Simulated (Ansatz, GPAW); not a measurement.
PbS: PBE in single-zeta orbitals, run from Python

These are simulated results from GPAW 26.7.0, not measurements. The cell was built from a prototype and was relaxed with r2SCAN in plane waves (Ansatz 0.2.0). Not every such cell is a known phase. All runs are without spin polarisation.

It is cubic, Fm-3m (No. 225); conventional cell a = 5.974 Å, 26.66 Å³ an atom. Pb has 6 S at 2.99 Å; S has 6 Pb at 2.99 Å.

The basis is minimal: single zeta, one radial function for each shell that the log's basis lists. It describes the filled bands fairly and the empty ones poorly.

Input script:

```python
import json
from ase import Atoms
from gpaw import GPAW, PW, FermiDirac

atoms = Atoms(['Pb', 'S'],
              cell=[[-0.0, 2.987233, 2.987233], [2.987233, 0.0, 2.987233], [2.987233, 2.987233, -0.0]],
              scaled_positions=[[-0.0, 0.0, 0.0], [0.5, 0.5, 0.5]],
              pbc=True)
calc = GPAW(mode='lcao', basis='sz(dzp)', h=0.2, xc='PBE', kpts={'size': (6, 6, 6), 'gamma': True},
            occupations=FermiDirac(0.02), maxiter=100, legacy_gpaw=True, txt='gpaw.txt')
atoms.calc = calc
res = {'energy': atoms.get_potential_energy(force_consistent=True)}
res['electrons'] = calc.get_number_of_electrons()
res['k'] = calc.get_ibz_k_points().tolist()
res['levels'] = [calc.get_eigenvalues(kpt=i).tolist() for i in range(len(res['k']))]
points = [[0.0, 0.0, 0.0], [0.5, 0.0, 0.5], [0.625, 0.25, 0.625], [0.375, 0.375, 0.75], [0.5, 0.5, 0.5], [0.5, 0.25, 0.75], [0.0, 0.0, 0.5]]
bands = calc.fixed_density(kpts=points, symmetry='off', txt='bands.txt')
res['points'] = [bands.get_eigenvalues(kpt=i).tolist() for i in range(len(points))]
json.dump(res, open('results.json', 'w'))
print('free energy (eV):', round(res['energy'], 5))
```

Command: `python run.py`. It took 2.6 s on 1 thread of Arm Neoverse V2, on a shared host, peak memory 0.14 GiB.

The log gpaw.txt, trimmed of paths, versions and times, then the last line on the terminal. An iter line gives the energy in eV and the logarithms of the changes of orbitals (plane waves alone) and density (c: converged):

```
___ ___ ___ _ _ _
 |   |   |_  | | | |

 | | | | | . | | | |

 |__ |  _|___|_____|  26.7.0
 |___|_|

Input parameters:
  basis: sz(dzp)
  h: 0.2
  kpts: {gamma: True,
         size: (6, 6, 6)}
  maxiter: 100
  mode: lcao
  occupations: {fixmagmom: False,
                name: fermi-dirac,
                width: 0.02}
  xc: PBE

System changes: positions, numbers, cell, pbc, initial_charges, initial_magmoms

Initialize ...

species:
  Pb:
    name:    Lead
    Z:       82.0
    valence: 14
    core:    68
    charge:  0.0  # [|e|]
    compensation charges:
      type: gauss
      rc: 0.38  # [Å]
      lmax: 2
    cutoffs:
      filter: 2.36  # [Å]
      core: 2.43  # [Å]
    projectors
    | kind |    occ | energy [eV] | rcut [Å] |

    |------|--------|-------------|----------|

    |   6s |  2.000 |     -11.969 |    1.259 |

    |   6p |  2.000 |      -3.506 |    1.275 |

    |   5d | 10.000 |     -21.211 |    1.217 |

    |    s |        |      15.243 |    1.259 |

    |    p |        |      23.705 |    1.275 |

    |    d |        |       6.001 |    1.217 |

    LCAO basis set for Pb:
      Name: sz(dzp)
      Number of radial functions: 3
      Number of spherical harmonics: 9
        l=0, rc=6.8438 Bohr: 6s-sz confined orbital
        l=1, rc=9.8125 Bohr: 6p-sz confined orbital
        l=2, rc=4.5156 Bohr: 5d-sz confined orbital
      Number of RI-basis functions 0

  S:
    name:    Sulfur
    Z:       16.0
    valence: 6
    core:    10
    charge:  0.0  # [|e|]
    compensation charges:
      type: gauss
      rc: 0.24  # [Å]
      lmax: 2
    cutoffs:
      filter: 1.77  # [Å]
      core: 1.66  # [Å]
    projectors
    | kind |    occ | energy [eV] | rcut [Å] |

    |------|--------|-------------|----------|

    |   3s |  2.000 |     -17.254 |    0.974 |

    |   3p |  4.000 |      -7.008 |    0.979 |

    |    s |        |       9.957 |    0.974 |

    |    p |        |      20.203 |    0.979 |

    |    d |        |       0.000 |    0.900 |

    LCAO basis set for S:
      Name: sz(dzp)
      Number of radial functions: 2
      Number of spherical harmonics: 4
        l=0, rc=5.5156 Bohr: 3s-sz confined orbital
        l=1, rc=6.9375 Bohr: 3p-sz confined orbital
      Number of RI-basis functions 0

Reference energy: -578132.083262  # eV

Spin-paired calculation

Convergence criteria:
 Maximum [total energy] change in last 3 cyles: 0.0005 eV / valence electron
 Maximum integral of absolute [dens]ity change: 0.0001 electrons / valence electron
 Maximum integral of absolute [eigenst]ate change: 4e-08 eV^2 / valence electron
 Maximum number of scf [iter]ations: 100
 (Square brackets indicate name in SCF output, whereas a 'c' in
 the SCF output indicates the quantity has converged.)

Symmetries present (total): 48

  ( 1  0  0)  ( 1  0  0)  ( 1  0  0)  ( 1  0  0)  ( 1  0 -1)  ( 1  0 -1)
  ( 1  0 -1)  ( 1 -1  0)  ( 0  1  0)  ( 0  0  1)  ( 1  0  0)  ( 1 -1  0)
  ( 1 -1  0)  ( 1  0 -1)  ( 0  0  1)  ( 0  1  0)  ( 1 -1  0)  ( 1  0  0)

  ( 1  0 -1)  ( 1  0 -1)  ( 1 -1  0)  ( 1 -1  0)  ( 1 -1  0)  ( 1 -1  0)
  ( 0  1 -1)  ( 0  0 -1)  ( 1  0  0)  ( 1  0 -1)  ( 0 -1  1)  ( 0 -1  0)
  ( 0  0 -1)  ( 0  1 -1)  ( 1  0 -1)  ( 1  0  0)  ( 0 -1  0)  ( 0 -1  1)

  ( 0  1  0)  ( 0  1  0)  ( 0  1  0)  ( 0  1  0)  ( 0  1 -1)  ( 0  1 -1)
  ( 1  0  0)  ( 0  1 -1)  ( 0  0  1)  (-1  1  0)  ( 1  0 -1)  ( 0  1  0)
  ( 0  0  1)  (-1  1  0)  ( 1  0  0)  ( 0  1 -1)  ( 0  0 -1)  (-1  1  0)

  ( 0  1 -1)  ( 0  1 -1)  ( 0  0  1)  ( 0  0  1)  ( 0  0  1)  ( 0  0  1)
  ( 0  0 -1)  (-1  1  0)  ( 1  0  0)  ( 0  1  0)  ( 0 -1  1)  (-1  0  1)
  ( 1  0 -1)  ( 0  1  0)  ( 0  1  0)  ( 1  0  0)  (-1  0  1)  ( 0 -1  1)

  ( 0  0 -1)  ( 0  0 -1)  ( 0  0 -1)  ( 0  0 -1)  ( 0 -1  1)  ( 0 -1  1)
  ( 1  0 -1)  ( 0  1 -1)  ( 0 -1  0)  (-1  0  0)  ( 1 -1  0)  ( 0  0  1)
  ( 0  1 -1)  ( 1  0 -1)  (-1  0  0)  ( 0 -1  0)  ( 0 -1  0)  (-1  0  1)

  ( 0 -1  1)  ( 0 -1  1)  ( 0 -1  0)  ( 0 -1  0)  ( 0 -1  0)  ( 0 -1  0)
  ( 0 -1  0)  (-1  0  1)  ( 1 -1  0)  ( 0  0 -1)  ( 0 -1  1)  (-1  0  0)
  ( 1 -1  0)  ( 0  0  1)  ( 0 -1  1)  (-1  0  0)  ( 1 -1  0)  ( 0  0 -1)

  (-1  1  0)  (-1  1  0)  (-1  1  0)  (-1  1  0)  (-1  0  1)  (-1  0  1)
  ( 0  1  0)  ( 0  1 -1)  (-1  0  1)  (-1  0  0)  ( 0  0  1)  ( 0 -1  1)
  ( 0  1 -1)  ( 0  1  0)  (-1  0  0)  (-1  0  1)  ( 0 -1  1)  ( 0  0  1)

  (-1  0  1)  (-1  0  1)  (-1  0  0)  (-1  0  0)  (-1  0  0)  (-1  0  0)
  (-1  1  0)  (-1  0  0)  ( 0  0 -1)  ( 0 -1  0)  (-1  1  0)  (-1  0  1)
  (-1  0  0)  (-1  1  0)  ( 0 -1  0)  ( 0  0 -1)  (-1  0  1)  (-1  1  0)

216 k-points: 6 x 6 x 6 Monkhorst-Pack grid + [1/12,1/12,1/12]
16 k-points in the irreducible part of the Brillouin zone
       k-points in crystal coordinates                weights
   0:     0.00000000    0.00000000    0.00000000          1/216
   1:     0.16666667    0.16666667    0.00000000          6/216
   2:     0.16666667    0.16666667    0.16666667          8/216
   3:     0.33333333    0.16666667    0.16666667         12/216
   4:     0.33333333    0.33333333   -0.33333333         12/216
   5:     0.33333333    0.33333333    0.00000000          6/216
   6:     0.33333333    0.33333333    0.16666667         24/216
   7:     0.33333333    0.33333333    0.33333333          8/216
   8:     0.50000000    0.33333333   -0.33333333         24/216
   9:     0.50000000    0.33333333   -0.16666667         12/216
          ...
  15:     0.50000000    0.50000000    0.50000000          4/216

Wave functions: LCAO
  Diagonalizer: Serial LAPACK
  Atomic Correction: dense with blas
  Data-type: complex

Occupation numbers: Fermi-Dirac:
  width: 0.0200  # eV

Eigensolver
   LCAO using direct dense diagonalizer

Densities:
  Coarse grid: 16*16*16 grid
  Fine grid: 32*32*32 grid
  Total Charge: 0.000000

Density mixing:
  Method: separate
  Backend: msr1
  Linear mixing parameter: 0.05
  old densities: 10
  Width of damping distribution: 1.1
  Damping of long wavelength oscillations: 20

Hamiltonian:
  XC and Coulomb potentials evaluated on a 32*32*32 grid
  Using the PBE Exchange-Correlation functional
  Interpolation: tri-quintic (5. degree polynomial)
  Poisson solver: FastPoissonSolver using
    Stencil: 12*3+1=37 point O(h^6) finite-difference Laplacian
    FFT axes: [np.int64(0), np.int64(1), np.int64(2)]
    FST axes: []

XC parameters: PBE with 2 nearest neighbor stencil

Memory estimate:
  Process memory now: 111.88 MiB
  Calculator: 8.51 MiB
    Density: 5.74 MiB
      Arrays: 0.81 MiB
      Localized functions: 4.31 MiB
      Mixer: 0.62 MiB
    Hamiltonian: 0.90 MiB
      Arrays: 0.53 MiB
      XC: 0.00 MiB
      Poisson: 0.00 MiB
      vbar: 0.37 MiB
    Wavefunctions: 1.87 MiB
      C [qnM]: 0.04 MiB
      S, T [2 x qmm]: 0.08 MiB
      P [aqMi]: 0.01 MiB
      BasisFunctions: 1.74 MiB
      Eigensolver: 0.00 MiB

Total number of cores used: 1

Number of atoms: 2
Number of atomic orbitals: 13
Number of bands in calculation: 13
Number of valence electrons: 20
Bands to converge: occupied
Positions:
   0 Pb     0.000000    0.000000    0.000000    ( 0.0000,  0.0000,  0.0000)
   1 S      2.987233    2.987233    2.987233    ( 0.0000,  0.0000,  0.0000)

Unit cell:
           periodic     x           y           z      points  spacing
  1. axis:    yes   -0.000000    2.987233    2.987233    16     0.2156
  2. axis:    yes    2.987233    0.000000    2.987233    16     0.2156
  3. axis:    yes    2.987233    2.987233   -0.000000    16     0.2156

  Lengths:   4.224585   4.224585   4.224585
  Angles:   60.000000  60.000000  60.000000

Effective grid spacing dv^(1/3) = 0.2352

iter:   1    -7.479379        c
iter:   2    -7.414660        c -1.24
iter:   3    -7.189479        c -1.28
iter:   4    -7.188301        c -2.08
iter:   5    -7.188240c       c -2.24
iter:   6    -7.188235c       c -3.35
iter:   7    -7.188235c       c -4.68c

Converged after 7 iterations.

Energy contributions relative to reference atoms: (reference = -578132.083262)

Kinetic:        +57.292238
Potential:      -53.586209
External:        +0.000000
XC:             -11.346437
Entropy (-ST):   -0.000001
Local:           +0.452173
SIC:             +0.000000
--------------------------
Free energy:     -7.188236
Extrapolated:    -7.188235

Showing only first 2 kpts
 Kpt  Band  Eigenvalues  Occupancy
  0     8      4.19698    2.00000
  0     9      4.19866    2.00000
  0    10     11.47222    0.00000
  0    11     11.47298    0.00000

  1     8      3.84487    2.00000
  1     9      5.31318    2.00000
  1    10      8.76115    0.00000
  1    11     11.34654    0.00000

Fermi level: 6.65360

Gap: 0.369 eV
Transition (v -> c):
  (s=0, k=15, n=9, [0.50, 0.50, 0.50]) -> (s=0, k=15, n=10, [0.50, 0.50, 0.50])
No difference between direct/indirect transitions

free energy (eV): -7.18824
```

The gap in the log is over the mesh alone; results.json adds the listed points. PBE in single-zeta orbitals gives a gap of 0.37 eV. On the same cell, plane-wave PBE (Ansatz, 8×8×8 k points and the special points) gives a gap of 0.43 eV and r2SCAN a gap of 0.69 eV; on shared hosts these took about 1.5 and 4.1 core-seconds on the 2-atom cell, against 2.6 for the script. Spin-orbit coupling, left out in all these runs, can cut or reorder the gap by tenths of an eV, up to about 1 eV with Pb or Bi.

Spin-orbit coupling is left out; in compounds of Pb, Bi, Tl or Hg it can lower a gap by up to about 1 eV, split its edges or invert the bands.
